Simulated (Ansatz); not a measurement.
# C2H7GaO: basis-set convergence

The task here is to estimate one member of a computed series from the others.

Computed with Ansatz 0.2.0, Gaussian basis. Level: one geometry, several basis sets.

Plan: PBE0-D4/def2-SVP; ωB97M-V/def2-SVP; PBE0-D4/def2-QZVPP; ωB97M-V/def2-QZVPP; the functionals' def2-TZVPP values are taken from earlier runs.

## The relaxed structure

An earlier PBE0-D4 in a triple-zeta def2 set relaxation fixed the geometry.

SMILES `C[O][GaH][CH3]`, 11 atoms, charge 0, spin multiplicity 1.

Atoms are counted from 1 here; the program's logs count them from 0.

Bond lengths: C1–O2 1.399 Å, C1–H5 1.097 Å, C1–H6 1.097 Å, C1–H7 1.099 Å, O2–Ga3 1.790 Å, Ga3–C4 1.962 Å, Ga3–H8 1.559 Å, C4–H9 1.093 Å, C4–H10 1.090 Å, C4–H11 1.093 Å. Angles: O2–C1–H5 110.2°, O2–C1–H6 110.2°, O2–C1–H7 113.5°, H5–C1–H6 107.6°, H5–C1–H7 107.6°, H6–C1–H7 107.6°, C1–O2–Ga3 124.2°, O2–Ga3–C4 117.5°, O2–Ga3–H8 112.0°, C4–Ga3–H8 130.6°, Ga3–C4–H9 110.4°, Ga3–C4–H10 111.4°, Ga3–C4–H11 110.5°, H9–C4–H10 108.5°, H9–C4–H11 107.5°, H10–C4–H11 108.6°.

The first run:

in.yaml reads:

```yaml
crystal:
  periodic: [false, false, false]
  atoms:
    - {symbol: C, position_ang: [-0.791592, 1.602448, 0.445597]}
    - {symbol: O, position_ang: [-0.543491, 0.539342, 1.321138]}
    - {symbol: Ga, position_ang: [0.230402, -1.001350, 0.840083]}
    - {symbol: C, position_ang: [0.760143, -1.199952, -1.038236]}
    - {symbol: H, position_ang: [-0.273673, 2.505250, 0.790650]}
    - {symbol: H, position_ang: [-1.864761, 1.825654, 0.416612]}
    - {symbol: H, position_ang: [-0.465319, 1.405845, -0.585502]}
    - {symbol: H, position_ang: [0.366610, -1.985653, 2.041367]}
    - {symbol: H, position_ang: [-0.112845, -1.118062, -1.690483]}
    - {symbol: H, position_ang: [1.236480, -2.164368, -1.217377]}
    - {symbol: H, position_ang: [1.458036, -0.409143, -1.323850]}
basis:
  gaussian: {orbitals: def2-SVP}
hamiltonian: {xc: pbe0, dispersion: d4}
output: {orbitals: {seedname: orbitals}}
```

Steps of the session up to this table: PBE0-D4 in def2-SVP; ωB97M-V in def2-SVP; PBE0-D4 in def2-QZVPP; ωB97M-V in def2-QZVPP.

One of the session's tables, all rows but one given; the rest of the session is left out.

It belongs to the step «Functionals by basis». 

```
functional       basis  HOMO (eV)
   PBE0-D4    def2-SVP          ?
   PBE0-D4  def2-TZVPP      -7.64
   PBE0-D4  def2-QZVPP      -7.66
   ωB97M-V    def2-SVP      -9.92
   ωB97M-V  def2-TZVPP     -10.02
   ωB97M-V  def2-QZVPP     -10.04
```

Estimate the missing values for PBE0-D4, def2-SVP.

As computed: HOMO (eV): -7.54. In the column «HOMO (eV)» it is the highest.
